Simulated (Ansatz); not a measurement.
# AgClH₃N: up Jacob's ladder to CCSD(T)

Aim: compute AgClH₃N with functionals from several rungs and with coupled cluster. The yardstick is the atomisation energy at the CCSD(T) limit.

Computed with Ansatz 0.2.0, Gaussian basis. Level: functionals in def2-TZVPP, the program's frozen cores in correlated methods.

Levels to be run: LDA (SPW92), PBE-D4, revPBE-D4, BLYP-D4, r2SCAN-D4, B97M-V, PBE0-D4, B3LYP-D4, r2SCANh-D4, r2SCAN0-D4, HSE06-D4, BHLYP-D4, CAM-B3LYP-D4, LC-ωPBE, ωB97X-V, ωB97M-V, B2PLYP, PBE-QIDH; CCSD(T)/def2-SVP; CCSD(T)/def2-TZVPP; CCSD(T)/def2-QZVPP; extrapolation to the limit; RPA on PBE.

1 further run of the same task is left out (for a known fault of the program).

**1. The relaxed structure**

All runs share one geometry, relaxed beforehand with PBE0-D4 in a triple-zeta def2 set. Ag takes the def2 core potential; no spin-orbit term is included.

SMILES `[NH3+][Ag-][Cl]`, 6 atoms, charge 0, spin multiplicity 1.

Atoms are counted from 1 here; the program's logs count them from 0.

Bond lengths: N1–Ag2 2.159 Å, N1–H4 1.014 Å, N1–H5 1.014 Å, N1–H6 1.014 Å, Ag2–Cl3 2.268 Å. Angles: Ag2–N1–H4 111.2°, Ag2–N1–H5 111.2°, Ag2–N1–H6 111.2°, H4–N1–H5 107.7°, H4–N1–H6 107.7°, H5–N1–H6 107.7°, N1–Ag2–Cl3 180.0°.

**2. LDA**

This LDA is Slater exchange with PW92 correlation.

File in.yaml:

```yaml
crystal:
  periodic: [false, false, false]
  atoms:
    - {symbol: N, position_ang: [-0.589850, 0.572898, -0.380534]}
    - {symbol: Ag, position_ang: [0.819603, -0.805080, 0.499875]}
    - {symbol: Cl, position_ang: [2.300435, -2.252964, 1.424894]}
    - {symbol: H, position_ang: [-0.979495, 0.200581, -1.238964]}
    - {symbol: H, position_ang: [-0.148285, 1.458042, -0.601635]}
    - {symbol: H, position_ang: [-1.360308, 0.762524, 0.250165]}
basis:
  gaussian: {orbitals: def2-TZVPP}
hamiltonian: {xc: lda}
output: {orbitals: {seedname: orbitals}}
```

On the command line:

```console
ansatz run in.yaml --threads 2 --pin off --events-out ev --progress --plain --max-ram 22528MiB --backend cpu
```

The runs that follow: PBE-D4 (GGA); revPBE-D4 (GGA); BLYP-D4 (GGA); r2SCAN-D4 (meta-GGA); B97M-V (meta-GGA); B3LYP-D4 (hybrid); r2SCANh-D4 (hybrid); r2SCAN0-D4 (hybrid); HSE06-D4 (hybrid); BHLYP-D4 (hybrid); CAM-B3LYP-D4 (range-separated); LC-ωPBE (range-separated); ωB97X-V (range-separated); ωB97M-V (range-separated); B2PLYP (double hybrid); PBE-QIDH (double hybrid); CCSD(T) in def2-SVP; CCSD(T) in def2-TZVPP; CCSD(T) in def2-QZVPP; RPA on PBE orbitals.

Before running them: what should the planned runs give, taken together? Wanted: atomisation energy, CCSD(T)/CBS; farthest beyond LDA; mean size of error, GGA; mean size of error, meta-GGA; mean size of error, hybrid; mean size of error, range-separated; mean size of error, double hybrid; gap, smallest and largest; T1 diagnostic.

As calculated:

```
                               quantity                                  value
        atomisation energy, CCSD(T)/CBS                          1700.6 kJ/mol
  functionals within 8.5 kJ/mol (0.5 %)         CAM-B3LYP-D4, ωB97X-V, ωB97M-V
                    farthest beyond LDA                BHLYP-D4 (-81.5 kJ/mol)
                mean size of error, GGA                            22.8 kJ/mol
           mean size of error, meta-GGA                            14.2 kJ/mol
             mean size of error, hybrid                            40.6 kJ/mol
    mean size of error, range-separated                            10.7 kJ/mol
      mean size of error, double hybrid                            42.5 kJ/mol
              gap, smallest and largest  3.44 eV (BLYP-D4), 10.30 eV (LC-ωPBE)
                          T1 diagnostic                                 0.0148
triples share of the correlation energy                                  3.3 %
```

**Reading.** The LDA atomisation energy is off by 254.6 kJ/mol (15 %): it overbinds. PBE-D4 is off by +13.2 kJ/mol. Double hybrids carry the basis error of their MP2 part in triple zeta, and no dispersion term here, so their miss is partly the set-up's. Taken by rung, range-separated functionals do best (10.7 kJ/mol on average) and double hybrid ones worst beyond LDA (42.5 kJ/mol). The gap between the best rungs is small, so their order is not settled. Misses under about 8.5 kJ/mol are within the doubt on the reference itself, which lacks core-valence correlation, spin-orbit coupling and higher excitations. All levels share the lack of spin-orbit coupling, which lowers the free heavy atoms and so the true binding. Hartree-Fock recovers 66 % of the binding; the rest is correlation. CCSD(T) in def2-SVP is off by -129.0 kJ/mol, so the small basis spoils what the method gains. Orbital gaps span 3.4 to 10.3 eV; exact exchange widens them. Correlated methods include outer-core shells of Ag, which these sets cover unevenly.
